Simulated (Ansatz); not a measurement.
# CH3NSSi: the cost of one run

Program: Ansatz 0.2.0, Gaussian basis. Level of theory: unrestricted cation, the program's frozen cores in correlated methods. These are calculated values, not measurements.

Plan: UKS PBE-D4/def2-TZVPP; UKS r2SCAN-D4/def2-TZVPP; UKS PBE0-D4/def2-TZVPP; UKS B3LYP-D4/def2-TZVPP; UKS wB97X-V/def2-TZVPP; UKS wB97M-V/def2-TZVPP; UKS B2PLYP/def2-TZVPP; UHF-CCSD(T)/def2-TZVPP; UHF-MP2/def2-QZVPP; extrapolation to the limit; then −ε(HOMO) from the neutral's earlier runs with LDA (SPW92), PBE-D4, revPBE-D4, BLYP-D4, r2SCAN-D4, B97M-V, PBE0-D4, B3LYP-D4, r2SCANh-D4, r2SCAN0-D4, HSE06-D4, BHLYP-D4, CAM-B3LYP-D4, LC-ωPBE, ωB97X-V, ωB97M-V.

## 1. The geometry

All runs share one geometry, relaxed beforehand with PBE0-D4 in a triple-zeta def2 set.

SMILES `N=C1[SiH2]S1`, 7 atoms, charge 0, spin multiplicity 1.

Atoms are counted from 1 here; the program's logs count them from 0.

Bond lengths: N1–C2 1.250 Å, N1–H5 1.021 Å, C2–Si3 1.820 Å, C2–S4 1.826 Å, Si3–S4 2.125 Å, Si3–H6 1.479 Å, Si3–H7 1.479 Å. Angles: C2–N1–H5 113.5°, N1–C2–Si3 152.1°, N1–C2–S4 136.6°, Si3–C2–S4 71.3°, C2–Si3–S4 54.5°, C2–Si3–H6 120.4°, C2–Si3–H7 120.4°, S4–Si3–H6 118.0°, S4–Si3–H7 118.0°, H6–Si3–H7 113.2°, C2–S4–Si3 54.2°.

## 2. Cation, UKS PBE-D4/def2-TZVPP

in.yaml reads:

```yaml
crystal:
  periodic: [false, false, false]
  atoms:
    - {symbol: N, position_ang: [-1.546987, 0.664943, -0.806510]}
    - {symbol: C, position_ang: [-0.585543, 0.080634, -0.262909]}
    - {symbol: Si, position_ang: [1.108522, 0.045324, 0.402626]}
    - {symbol: S, position_ang: [-0.237649, -1.598010, 0.365084]}
    - {symbol: H, position_ang: [-2.361060, 0.065266, -0.945087]}
    - {symbol: H, position_ang: [2.271598, 0.010310, -0.510363]}
    - {symbol: H, position_ang: [1.412320, 0.663532, 1.711459]}
basis:
  gaussian: {orbitals: def2-TZVPP}
total_charge: 1
magnetization: {spin_polarized: true, initial_magnetization: 1}
hamiltonian: {xc: pbe, dispersion: d4}
```

Launch:

```sh
ansatz run in.yaml --threads 2 --pin off --events-out ev --progress --plain --max-ram 4352MiB
```

What time and memory should one allow on 2 threads of Arm Neoverse V2, shared host?

About 9 s, with a peak of 0.42 GiB.
